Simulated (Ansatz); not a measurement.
# WH3 (quartet): the correlation ladder, def2-QZVPP

An exercise on one series of results from a longer session: the logs are not shown, and one member is left open.

Program: Ansatz 0.2.0, Gaussian basis. Level of theory: def2-QZVPP, core rule «outside noble gas», up to 4 orbitals frozen. These are calculated values, not measurements.

Plan: UHF; ROHF; CCSD(T) on UHF.

**The system**

The geometry is a PBE0/def2-TZVP stationary point (not a proven minimum). No spin-orbit coupling is included. Elements past krypton take def2 core potentials.

4 atoms, charge 0, spin multiplicity 4.

Atoms are counted from 1 here; the program's logs count them from 0.

Bond lengths: W1–H2 1.710 Å, W1–H3 1.710 Å, W1–H4 1.710 Å. Angles: H2–W1–H3 112.3°, H2–W1–H4 112.3°, H3–W1–H4 112.3°.

Set-up of the first run:

Input file in.yaml:

```yaml
crystal:
  periodic: [false, false, false]
  atoms:
    - {symbol: W, position_ang: [0.000018, 0.000018, -0.007849]}
    - {symbol: H, position_ang: [1.638941, 0.014192, 0.481052]}
    - {symbol: H, position_ang: [-0.834382, 1.411605, 0.478453]}
    - {symbol: H, position_ang: [-0.807904, -1.429056, 0.472050]}
basis:
  gaussian: {orbitals: "def2-QZVPP.json"}
magnetization: {spin_polarized: true, initial_magnetization: 3}
hamiltonian: {xc: hf}
output: {orbitals: {seedname: orbitals}}
```

Run with:

```sh
> ansatz run in.yaml --threads 1 --pin off --events-out ev --progress --plain --max-ram 2560MiB --backend cpu
```

Among the steps run: UHF; ROHF; CCSD(T) on UHF.

One table of the session follows, with a row left open; its other results are not shown here.

It belongs to the step «Misses and costs». 

| method | from UCCSD(T) (meV) |
| --- | --- |
| ROHF | ? |
| UHF | +5656.2 |
| UMP2 | +883.1 |
| UCCSD | +215.7 |
| UCCSD(T) | 0 |

Q: Estimate the row for ROHF from the others.

**Answer.** from UCCSD(T) (meV): +5916.6. In the column «from UCCSD(T) (meV)» it is the highest.
